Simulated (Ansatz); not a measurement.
Run this with Ansatz 0.2.0 through its Python package and show what comes out.

The script, `fdcheck_c.py`:
```python
"""Do the forces of C match the slope of the free energy, distorted."""

import warnings

import ansatz as az
import numpy as np

VECTORS = np.array([
    [2.41602, -0.05975, 0.01247],
    [-1.25975, 2.15721, -0.02947],
    [0.04327, -0.09313, 8.35422],
])
SITES = [
    ("C", [0.32747, 0.65034, 0.00022]),
    ("C", [0.6538, 0.32071, 0.99771]),
]


def build(cell):
    crystal = az.Crystal(lattice=az.Lattice.of(cell))
    for symbol, position in SITES:
        crystal = crystal.atom(symbol, position)
    return crystal


def main() -> None:
    warnings.simplefilter("ignore", az.DeckWarning)

    def solve(crystal):
        return (
            crystal.calculation()
            .functional("r2scan")
            .occupations("Fermi-Dirac", width=150 * az.meV)
            .basis(650, xc_grid=2)
            .kpoints(9, 9, 3)
            .scf(tolerance=1e-09)
            .forces()  # minus the gradient of the free energy
            .stress()
            .run(threads=1)
        ).report


    centre = solve(build(VECTORS))
    start = build(VECTORS)
    # move one atom both ways along a Cartesian axis
    print(f"force on atom 0 along z: analytic {centre['forces_ev_ang'][0][2]:.4f} eV/A")
    for h in (0.004, 0.016):
        shift = np.eye(3)[2] * h @ np.linalg.inv(VECTORS)
        plus, minus = (solve(start.move(0, to=np.array(SITES[0][1]) + sign * shift))["lagrangian_ev"] for sign in (1, -1))
        print(f"  step {h} A: numerical {-(plus - minus) / (2 * h):.4f} eV/A")
    # P = -dF/dV; the difference feels the change of the plane-wave count with the cell
    volume = abs(np.linalg.det(VECTORS))
    larger, smaller = (solve(build(VECTORS * (1 + sign * 0.005) ** (1 / 3)))["lagrangian_ev"] for sign in (1, -1))
    numerical = -(larger - smaller) / (0.01 * volume) * 160.21766
    print(f"pressure: analytic {np.trace(centre['stress_gpa']) / 3:.3f}, numerical {numerical:.3f} GPa")


if __name__ == "__main__":
    main()
```

```console
$ python fdcheck_c.py
force on atom 0 along z: analytic -0.3763 eV/A
  step 0.004 A: numerical -0.3763 eV/A
  step 0.016 A: numerical -0.3763 eV/A
pressure: analytic 3.065, numerical 3.069 GPa
```

Caveats:
- The cell holds layers, chains or clusters in vacuum, no bulk phase; its stress is averaged over the vacuum too and scales with the cell's height.
- The program warned that this SCF threshold is loose for forces or stresses.
- Pressure is positive in compression.
- Points of the mesh across the vacuum add cost only.
- The cell is a database structure, distorted on purpose.
- The central difference errs as the square of the step, so the shorter step is the fairer test; what remains comes from the finite grid and the SCF threshold.
- The script silences the warnings on its input, which a real study should read.
- By the engine's processor time: 32 s on 1 thread of Intel(R) Xeon(R) Processor @ 2.30GHz, on a shared host, peak memory 0.59 GiB.
